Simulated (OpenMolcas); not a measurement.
# One shape, several levels: singlet CH6AlOSi+

Aim: a comparison of 6 runs (B3LYP/def2-SVP, BHLYP/def2-SVP, M06-L/def2-SVP, PBE0/def2-SVP, revPBE/def2-SVP, MP2/def2-SVP) of singlet CH6AlOSi+. 

The calculation is run with OpenMolcas 26.06.

1 further run of the same task is left out (set aside as unsound or not needed).

**1. Starting point**

The species is CH6AlOSi+ (10 atoms), meant as a singlet with charge +1. SMILES of the parent species: `[CH3][Al][O][SiH3]`. Geometry: relaxed at PBE0-D4/def2-TZVP. This is one conformer, not always the lowest. That shape belongs to the parent species and isn't relaxed for this state.

Bond lengths: C1–Al2 1.967 Å, Al2–O3 1.696 Å, O3–Si4 1.625 Å, C1–H5 1.095 Å, C1–H6 1.095 Å, C1–H7 1.091 Å, Si4–H8 1.489 Å, Si4–H9 1.487 Å, Si4–H10 1.488 Å. Some angles: C1–Al2–O3 116.4°, Al2–O3–Si4 163.5°, Al2–C1–H5 108.9°, Al2–C1–H6 109.0°, Al2–C1–H7 113.2°, O3–Si4–H8 111.1°, O3–Si4–H9 110.0°, O3–Si4–H10 110.0°, H5–C1–H6 107.8°, H5–C1–H7 108.9°.

**2. The energy at B3LYP/def2-SVP (run 1)**

File input.xyz:

```xyz
10

C      0.243800     1.981800    -1.341400
Al     1.086500     0.300600    -0.766100
O      0.194200    -0.660700     0.309100
Si    -0.287900    -1.859400     1.294000
H     -0.701000     1.751800    -1.844500
H      0.014800     2.586100    -0.457700
H      0.869800     2.566000    -2.016900
H      0.686800    -2.984600     1.283800
H     -1.611000    -2.377800     0.854700
H     -0.413000    -1.355000     2.687900
```

File job.inp:

```
>>> EXPORT MOLCAS_PRINT=2
&gateway
baslib = $CurrDir
coord = input.xyz
basis = def2-SVP
group = NoSym
&seward
gridinput
Grid=UltraFine
End of Grid
&scf
charge = 1
ksdft = B3LYP
thresholds = 1e-10 1e-07 1e-07 1e-05
prorbitals = 1
```

The basis set def2-SVP is read from a file made from the Basis Set Exchange's data (not shown).

Command:

```sh
export MOLCAS_MEM=1860
pymolcas job.inp > job.log
```

Output:

```text
--- Start Module: gateway ---
[...]
--- Stop Module: gateway /rc=_RC_ALL_IS_WELL_ ---
--- Start Module: seward ---
[...]
      Basis functions           94
--- Stop Module: seward /rc=_RC_ALL_IS_WELL_ ---
[...]
--- Start Module: scf ---
[...]
       Convergence after  20 Iterations
[...]
::    Total KS-DFT energy                            -648.4277710460
[...]
      Total spin, S                                     0.0000000000
[...]
      Total electronic charge=   46.000000
      Total            charge=    1.000000
[...]
      Dipole Moment (debye):
      Origin of the operator (angstrom)=    0.2936   -0.3428    0.0549
                   X=  3.9107E+00               Y=  3.4550E+00               Z= -4.2538E+00           Total=  6.7324E+00
      Center of Charge (angstrom)
[...]
--- Stop Module: scf /rc=_RC_ALL_IS_WELL_ ---
[...]
```

It took 42 s on 1 thread of AMD EPYC 7R43 (Zen 3), shared host; peak memory 0.52 GiB.

**3. The energy at BHLYP/def2-SVP (run 2)**

File geom.xyz:

```xyz
10

C      0.243800     1.981800    -1.341400
Al     1.086500     0.300600    -0.766100
O      0.194200    -0.660700     0.309100
Si    -0.287900    -1.859400     1.294000
H     -0.701000     1.751800    -1.844500
H      0.014800     2.586100    -0.457700
H      0.869800     2.566000    -2.016900
H      0.686800    -2.984600     1.283800
H     -1.611000    -2.377800     0.854700
H     -0.413000    -1.355000     2.687900
```

File job.inp:

```
* CH6AlOSi Kohn-Sham DFT
&GATEWAY
BasLib=$CurrDir
Coord=geom.xyz
Basis=def2-SVP
Group=NoSym
&SEWARD
GridInput
Grid=UltraFine
End of Grid
&SCF
Charge=1
KSDFT=HYB_GGA_XC_BHANDHLYP
Thresholds=1e-10 1e-07 1e-07 1e-05
PrOrbitals=1 2
```

The basis set def2-SVP is read from a file made from the Basis Set Exchange's data (not shown).

Command:

```sh
export MOLCAS_MEM=1860
pymolcas job.inp > job.log
```

Output:

```text
--- Start Module: gateway ---
[...]
--- Stop Module: gateway /rc=_RC_ALL_IS_WELL_ ---
--- Start Module: seward ---
[...]
      Basis functions           94
--- Stop Module: seward /rc=_RC_ALL_IS_WELL_ ---
[...]
--- Start Module: scf ---
[...]
       Convergence after  17 Iterations
[...]
::    Total KS-DFT energy                            -648.3217063215
[...]
      Total spin, S                                     0.0000000000
[...]
      Total electronic charge=   46.000000
      Total            charge=    1.000000
[...]
      Dipole Moment (debye):
      Origin of the operator (angstrom)=    0.2936   -0.3428    0.0549
                   X=  4.3956E+00               Y=  3.5572E+00               Z= -4.5721E+00           Total=  7.2718E+00
      Center of Charge (angstrom)
[...]
--- Stop Module: scf /rc=_RC_ALL_IS_WELL_ ---
[...]
```

Run time: 36 s. Hardware: 1 thread of AMD EPYC 7R43 (Zen 3), shared host; peak memory 0.51 GiB.

Runs 3 to 4 aren't shown in full; the table further down has their settings and results.

**4. A single-point energy at revPBE/def2-SVP (run 5)**

input.xyz is that of step 2.

File job.input:

```
>>> EXPORT MOLCAS_PRINT=2

&GATEWAY
 BasLib=$CurrDir
 Coord=input.xyz
 Basis=def2-SVP
 Group=NoSym

&SEWARD
 GridInput
 Grid=UltraFine
 End of Grid

&SCF
 Charge=1
 KSDFT=revPBE
 Thresholds=1e-10 1e-07 1e-07 1e-05
 PrOrbitals=1 2
```

The basis set def2-SVP is read from a file made from the Basis Set Exchange's data (not shown).

Command:

```sh
export MOLCAS_MEM=1860
pymolcas job.input > job.log
```

Output:

```text
--- Start Module: gateway ---
[...]
--- Stop Module: gateway /rc=_RC_ALL_IS_WELL_ ---
--- Start Module: seward ---
[...]
      Basis functions           94
--- Stop Module: seward /rc=_RC_ALL_IS_WELL_ ---
[...]
--- Start Module: scf ---
[...]
       Convergence after  21 Iterations
[...]
::    Total KS-DFT energy                            -648.2297489627
[...]
      Total spin, S                                     0.0000000000
[...]
      Total electronic charge=   46.000000
      Total            charge=    1.000000
[...]
      Dipole Moment (debye):
      Origin of the operator (angstrom)=    0.2936   -0.3428    0.0549
                   X=  3.5785E+00               Y=  3.2325E+00               Z= -3.9465E+00           Total=  6.2314E+00
      Center of Charge (angstrom)
[...]
--- Stop Module: scf /rc=_RC_ALL_IS_WELL_ ---
[...]
```

Run time: 37 s. Hardware: 1 thread of AMD EPYC 7R43 (Zen 3), shared host; peak memory 0.52 GiB.

**5. A single-point energy at MP2/def2-SVP (run 6)**

File mol.inp:

```
* CH6AlOSi MP2
&gateway
baslib=$CurrDir
coord
10
bohr
C      0.46071523     3.74505923    -2.53487862
Al     2.05318743     0.56805167    -1.44771918
O      0.36698481    -1.24854205     0.58411435
Si    -0.54405215    -3.51375676     2.44530561
H     -1.32469801     3.31042223    -3.48559984
H      0.02796795     4.88702073    -0.86492765
H      1.64368378     4.84903724    -3.81138862
H      1.29786390    -5.64007659     2.42603040
H     -3.04434879    -4.49339078     1.61514892
H     -0.78045689    -2.56057890     5.07939485
basis=def2-SVP
group=NoSym
&seward
&scf
charge=1
thresholds=1e-10 1e-07 1e-07 1e-05
prorbitals=1 2
&mbpt2
frozen=12
```

The basis set def2-SVP is read from a file made from the Basis Set Exchange's data (not shown).

Command:

```sh
export MOLCAS_MEM=1860
pymolcas mol.inp > mol.log
```

Output:

```text
--- Start Module: gateway ---
[...]
--- Stop Module: gateway /rc=_RC_ALL_IS_WELL_ ---
[...]
      Basis functions           94
[...]
--- Start Module: scf ---
[...]
       Convergence after  17 Iterations
[...]
::    Total SCF energy                               -646.6234230009
[...]
      Total spin, S                                     0.0000000000
[...]
      Total electronic charge=   46.000000
      Total            charge=    1.000000
[...]
      Dipole Moment (debye):
      Origin of the operator (angstrom)=    0.2936   -0.3428    0.0549
                   X=  4.9960E+00               Y=  3.5286E+00               Z= -4.8762E+00           Total=  7.8223E+00
      Center of Charge (angstrom)
[...]
--- Stop Module: scf /rc=_RC_ALL_IS_WELL_ ---
[...]
--- Start Module: mbpt2 ---
[...]
WARNING!
Default frozen orbitals as non valence orbitals is overwritten by user input.
Default values:   6
[...]
       Reference weight ( Cref**2 )         =        0.85753
::    Total MBPT2 energy                             -647.0989925239
[...]
      Total MBPT2 calculations                           0.37      0.42
--- Stop Module: mbpt2 /rc=_RC_ALL_IS_WELL_ ---
[...]
```

It took 11 s on 1 thread of AMD EPYC 7R43 (Zen 3), shared host; peak memory 0.52 GiB.

**6. Overview of the runs**

```
run            level  integration grid  frozen core orbitals  energy (Eh)  HOMO energy (eV)  LUMO energy (eV)  HOMO–LUMO gap (eV)  wall time
  1   B3LYP/def2-SVP         UltraFine                     –  -648.427771            -12.62             -9.60                3.02       42 s
  2   BHLYP/def2-SVP         UltraFine                     –  -648.321706            -14.02             -8.64                5.38       36 s
  3   M06-L/def2-SVP         UltraFine                     –  -648.363254            -11.83             -9.94                1.89       56 s
  4    PBE0/def2-SVP         UltraFine                     –  -648.008557            -12.81             -9.35                3.46       36 s
  5  revPBE/def2-SVP         UltraFine                     –  -648.229749            -11.56             -9.96                1.60       37 s
  6     MP2/def2-SVP                 –                    12  -647.098993            -16.00             -6.55                9.45       11 s
```

**7. Results**

```
                                           quantity          value
                                run 6: total energy  -647.09899 Eh
         run 6: HOMO energy (Hartree–Fock orbitals)      -16.00 eV
         run 6: LUMO energy (Hartree–Fock orbitals)       -6.55 eV
       run 6: HOMO–LUMO gap (Hartree–Fock orbitals)        9.45 eV
run 6: correlation energy (12 core orbitals frozen)     -475.6 mEh
```

**Reading.** Over runs 1, 2, 3, 4, 5 the HOMO–LUMO gap runs from 1.60 eV (revPBE/def2-SVP) to 5.38 eV (BHLYP/def2-SVP). Totals of different functionals can't be ranked against each other. All runs together took 3.6 min, the longest 56 s.
